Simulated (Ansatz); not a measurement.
# The Be atom: r²SCAN0 and r²SCANh against r²SCAN

Aim: see what exact exchange does to the levels and moments, and what it costs. r²SCAN is run first for comparison.

Program: Ansatz 0.2.0. Level of theory: DFT, plane waves (500 eV) with PBE-made PAW files, scalar-relativistic; functionals as named at each step. These are calculated values, not measurements.

### Step 1. The system in its box

Periodic box: 14.0 × 14.4 × 14.8 Å.

Coordinates:

```
CELL_PARAMETERS angstrom
14.00000 0.00000 0.00000
0.00000 14.40000 0.00000
0.00000 0.00000 14.80000
ATOMIC_POSITIONS crystal
Be 0.50000 0.50000 0.50000
```

### Step 2. r²SCAN single point

The run with r²SCAN.

input.yaml

```yaml
crystal:
  lattice:
    - [14.0, 0.0, 0.0]
    - [0.0, 14.4, 0.0]
    - [0.0, 0.0, 14.8]
  atoms:
    - { symbol: Be, position: [0.5, 0.5, 0.5], spin: 0.01 }
  symmetry: { detect: false, time_reversal: true }
hamiltonian:
  xc: r2scan
  pseudopotentials:
    kind: paw
    azcp:
      Be: "pseudopotentials/Be.paw.azcp"
basis:
  ecutwfc: 500
  fft_grid_basis: typed
kpoints:
  mp_grid: { grid: [1, 1, 1], shift: [0, 0, 0] }
magnetization:
  spin_polarized: true
scf:
  occupations: { method: fermi_dirac, width: 0.01 }
```

On the command line:

```console
$ ansatz run input.yaml --threads 4 --pin off --max-ram 10240MiB --backend cpu --events-out ev --progress --plain --runs-dir out
```

### Step 3. r²SCAN0 single point

The run with r²SCAN0.

input.yaml: that of step 2 with these lines changed.

```diff
@@ -9,3 +9,3 @@
 hamiltonian:
-  xc: r2scan
+  xc: r2scan0
   pseudopotentials:
```

### Step 4. r²SCANh

The run with r²SCANh.

input.yaml: that of step 3 with these lines changed.

```diff
@@ -9,3 +9,3 @@
 hamiltonian:
-  xc: r2scan0
+  xc: r2scanh
   pseudopotentials:
@@ -23 +23,6 @@
   occupations: { method: fermi_dirac, width: 0.01 }
+output:
+  write_density: true
+  write_potential: true
+  elf: true
+  volumetric_format: npy
```

(Steps that only read results are left out.)

**Question.** What will these runs give? Wanted: r²SCAN: gap; r²SCAN: magnetic state; r²SCAN0: gap; r²SCAN0: magnetic state; r²SCANh: gap; r²SCANh: magnetic state; r²SCAN0: above the element's usual form.

**Answer**, as computed:

| quantity | value |
| --- | --- |
| r²SCAN: gap | 3.96 eV |
| r²SCAN: magnetic state | total moment 0.00 μB |
| r²SCAN0: gap | 5.48 eV |
| r²SCAN0: magnetic state | total moment 0.00 μB |
| r²SCAN0: SCF cycles, exchange loops | 17, 3 |
| r²SCAN0: CPU time over that of r²SCAN | 0.21 |
| r²SCANh: gap | 4.57 eV |
| r²SCANh: magnetic state | total moment 0.00 μB |
| r²SCANh: SCF cycles, exchange loops | 16, 3 |
| r²SCANh: CPU time over that of r²SCAN | 0.22 |
| r²SCAN0: above the element's usual form (hcp) | 3.75 eV/atom |

In words: The gap goes from 3.96 eV under r²SCAN to 5.48 eV under r²SCAN0. r²SCAN0 took less CPU time than r²SCAN here, which is no rule: the r²SCAN run spent more cycles, searches or output. r²SCANh gives a gap of 4.57 eV. r²SCAN0 needed 3 outer loops of the exchange operator. The atom lies 3.75 eV above the element's usual form under r²SCAN0 (from a run of its own). Absolute energies differ from functional to functional, by eV per atom at times, and say nothing by themselves.
